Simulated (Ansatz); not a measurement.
# Be2Si: how the settings move a single-point run

Question: which choices in the input matter for Be2Si? The cell is built on a prototype (antifluorite) and needn't be the phase found in nature.

Program: Ansatz 0.2.0. Level of theory: reference: DFT, r2SCAN, plane waves, PAW. These are calculated values, not measurements.

2 further runs of the same task are left out: 2 that didn't finish.

### 1 Starting point

Symmetry: Fm-3m, No. 225, cubic system. The conventional cell has a = 5.283 Å, b = 5.283 Å, c = 5.283 Å, α = 90.00°, β = 90.00°, γ = 90.00°. Si (site symmetry m-3m) is surrounded by 8 Be at 2.29 Å. Be (site symmetry -43m) has 4 Si at 2.29 Å as nearest neighbours.

As a file:

```cif
data_structure
_symmetry_space_group_name_H-M 'Fm-3m'
_symmetry_Int_Tables_number 225
_cell_length_a 5.2828
_cell_length_b 5.2828
_cell_length_c 5.2828
_cell_angle_alpha 90.000
_cell_angle_beta 90.000
_cell_angle_gamma 90.000
_cell_volume 147.43
loop_
_atom_site_label
_atom_site_type_symbol
_atom_site_symmetry_multiplicity
_atom_site_Wyckoff_symbol
_atom_site_fract_x
_atom_site_fract_y
_atom_site_fract_z
_atom_site_occupancy
Si1 Si 4 a 0.00000 0.00000 0.00000 1
Be1 Be 8 c 0.25000 0.75000 0.75000 1
```

### 2 The reference run

File input.yaml:

```yaml
crystal:
  lattice:
    - [0.0, 2.6413830409, 2.6413830409]
    - [2.6413830409, 0.0, 2.6413830409]
    - [2.6413830409, 2.6413830409, 0.0]
  atoms:
    - { symbol: Si, position: [0.0, 0.0, 0.0] }
    - { symbol: Be, position: [0.25, 0.25, 0.25] }
    - { symbol: Be, position: [0.75, 0.75, 0.75] }
kpoints:
  mp_grid: { grid: [6, 6, 6] }
hamiltonian:
  xc: r2scan
scf:
  occupations: { method: fermi_dirac, width: 0.02 }
  n_extra_bands: 4
output:
  forces: true
  stress: true
  eigenvalues: true
  write_density: true
  write_potential: true
  elf: true
  volumetric_format: npy
```

Run with:

```bash
$ ansatz run input.yaml --threads 4 --pin off --max-ram 3686MiB --backend cpu --events-out ev --progress --plain --runs-dir out
```

### 3 A further run, with the input changed

Edit input.yaml of step 2 so:

```diff
@@ -16,2 +16,4 @@
   n_extra_bands: 4
+  convergence: { dr2_threshold: 0.0001 }
+  max_iter: 73
 output:
@@ -20,5 +22 @@
   eigenvalues: true
-  write_density: true
-  write_potential: true
-  elf: true
-  volumetric_format: npy
```

### 5 Changing settings: occupations.method gaussian, occupations.width 0.05

Edit input.yaml of step 2 so:

```diff
@@ -14,3 +14,3 @@
 scf:
-  occupations: { method: fermi_dirac, width: 0.02 }
+  occupations: { method: gaussian, width: 0.05 }
   n_extra_bands: 4
@@ -20,5 +20 @@
   eigenvalues: true
-  write_density: true
-  write_potential: true
-  elf: true
-  volumetric_format: npy
```

### 6 Variant: occupations.method methfessel_paxton, occupations.width 0.001

Edit input.yaml of step 2 so:

```diff
@@ -14,3 +14,3 @@
 scf:
-  occupations: { method: fermi_dirac, width: 0.02 }
+  occupations: { method: methfessel_paxton, width: 0.001 }
   n_extra_bands: 4
@@ -20,5 +20 @@
   eigenvalues: true
-  write_density: true
-  write_potential: true
-  elf: true
-  volumetric_format: npy
```

### 7 Changed: dispersion rvv10

Edit input.yaml of step 2 so:

```diff
@@ -13,2 +13,3 @@
   xc: r2scan
+  dispersion: rvv10
 scf:
@@ -20,5 +21 @@
   eigenvalues: true
-  write_density: true
-  write_potential: true
-  elf: true
-  volumetric_format: npy
```

### 8 Changing settings: occupations.method cold, occupations.width 0.2

Edit input.yaml of step 2 so:

```diff
@@ -14,3 +14,3 @@
 scf:
-  occupations: { method: fermi_dirac, width: 0.02 }
+  occupations: { method: cold, width: 0.2 }
   n_extra_bands: 4
@@ -20,5 +20 @@
   eigenvalues: true
-  write_density: true
-  write_potential: true
-  elf: true
-  volumetric_format: npy
```

### 9 Variant: preconditioner resta

Edit input.yaml of step 2 so:

```diff
@@ -16,2 +16,3 @@
   n_extra_bands: 4
+  mixing: { preconditioner: resta }
 output:
@@ -20,5 +21 @@
   eigenvalues: true
-  write_density: true
-  write_potential: true
-  elf: true
-  volumetric_format: npy
```

(Steps that only read results are left out.)

**Question.** What will these runs give? Wanted: for each run, ending; energy change; pressure; gap; force.

As calculated:

```tsv
run	ending	energy change	pressure (GPa)	gap (eV)	force (eV/Å)	cycles	time
reference	converged	0	0.0	0.00	0.00	6	0.83 s
1: dr2_threshold 0.0001	converged	0.0 meV/atom	0.0	0.00	0.00	6	0.71 s
2: occupations.method gaussian, occupations.width 0.05	converged	0.0 meV/atom (σ→0)	0.0	0.00	0.00	6	0.66 s
3: occupations.method methfessel_paxton, occupations.width 0.001	converged	0.0 meV/atom (σ→0)	0.0	0.16	0.00	6	0.69 s
4: dispersion rvv10	converged	+212.6 meV/atom (offset of the dispersion model)	-0.3	0.00	0.00	6	1.1 s
5: occupations.method cold, occupations.width 0.2	converged	0.0 meV/atom (σ→0)	-0.1	0.00	0.00	7	0.7 s
6: preconditioner resta	converged	0.0 meV/atom	0.0	0.00	0.00	6	0.71 s
```

Times don't compare one to one where runs were asked for different outputs or read a saved state (see the inputs); cycles may leave out searches for a lower state.

Residual by cycle in the longest SCF loop of each run; runs are numbered as in the table. The quantity is the density residual dr2, in eV.

```tsv
cycle	reference	run 1	run 2	run 3	run 4	run 5	run 6
1	0.00461	0.00461	0.00461	0.00461	0.00473	0.00483	0.00461
2	0.00152	0.00152	0.00152	0.00152	0.00154	0.00278	0.0023
3	3.4e-5	3.4e-5	3.4e-5	3.4e-5	3.4e-5	8.7e-5	4.2e-5
4	2.6e-6	2.6e-6	2.5e-6	2.6e-6	2.2e-6	4.1e-5	8.1e-6
5	2.1e-7	2.1e-7	2.1e-7	2.1e-7	1.0e-7	3.2e-6	8.3e-7
6	1.5e-9	1.5e-9	1.4e-9	1.5e-9	5.1e-9	3.5e-7	9.8e-8
7	-	-	-	-	-	8.0e-8	-
```

Of the converged runs whose energies compare with the reference's, none moves it noticeably.
